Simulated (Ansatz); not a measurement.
# BeZn2Te3: the cost of one run

Method: DFT PBE, scalar-relativistic, plane waves, PAW, in Ansatz 0.2.0.

### 1 Starting point

Symmetry: P6/mmm, No. 191, hexagonal system. Conventional cell: a = 5.222 Å, b = 5.222 Å, c = 6.781 Å, α = 90.00°, β = 90.00°, γ = 120.00°. Around Be (site symmetry 6/mmm) lie 6 Te at 2.61 Å. Around Zn (site symmetry -6m2) lie 3 Zn at 3.02 Å. Te (site symmetry mmm) is surrounded by 4 Te at 2.61 Å and 2 Be at 2.61 Å.

As a file:

```cif
data_structure
_symmetry_space_group_name_H-M 'P6/mmm'
_symmetry_Int_Tables_number 191
_cell_length_a 5.2222
_cell_length_b 5.2222
_cell_length_c 6.7813
_cell_angle_alpha 90.000
_cell_angle_beta 90.000
_cell_angle_gamma 120.000
_cell_volume 160.16
loop_
_atom_site_label
_atom_site_type_symbol
_atom_site_symmetry_multiplicity
_atom_site_Wyckoff_symbol
_atom_site_fract_x
_atom_site_fract_y
_atom_site_fract_z
_atom_site_occupancy
Be1 Be 1 a 0.00000 0.00000 0.00000 1
Zn1 Zn 2 d 0.33333 0.66667 0.50000 1
Te1 Te 3 f 0.50000 0.00000 0.00000 1
```

Recipe of the guess: random cell by space group and Wyckoff sites (P6/mmm, No. 191). Its size is a rough estimate.

### 2 A first look at the guess

input.yaml reads:

```yaml
crystal:
  lattice:
    - [5.22222705, 0.0, 0.0]
    - [-2.61111353, 4.52258129, 0.0]
    - [0.0, 0.0, 6.78126918]
  atoms:
    - { symbol: Be, position: [0.0, 0.0, 0.0] }
    - { symbol: Zn, position: [0.33333333, 0.66666667, 0.5] }
    - { symbol: Zn, position: [0.66666667, 0.33333333, 0.5] }
    - { symbol: Te, position: [0.5, 0.0, 0.0] }
    - { symbol: Te, position: [0.0, 0.5, 0.0] }
    - { symbol: Te, position: [0.5, 0.5, 0.0] }
basis:
  ecutwfc: 420
kpoints:
  mp_grid: { grid: [6, 6, 4] }
hamiltonian:
  xc: pbe
scf:
  occupations: { method: gaussian, width: 0.1 }
  lower_state_search: "off"
output:
  forces: true
  stress: true
  eigenvalues: true
```

Command:

```
ansatz run input.yaml --threads 1 --pin off --max-ram 2560MiB --backend cpu --events-out ev --progress --plain --runs-dir out
```

Q: Estimate wall time and peak memory on 1 thread of Intel Xeon at 2.50GHz (Skylake/Cascade Lake), shared host.

About 23 s, with a peak of 0.49 GiB.
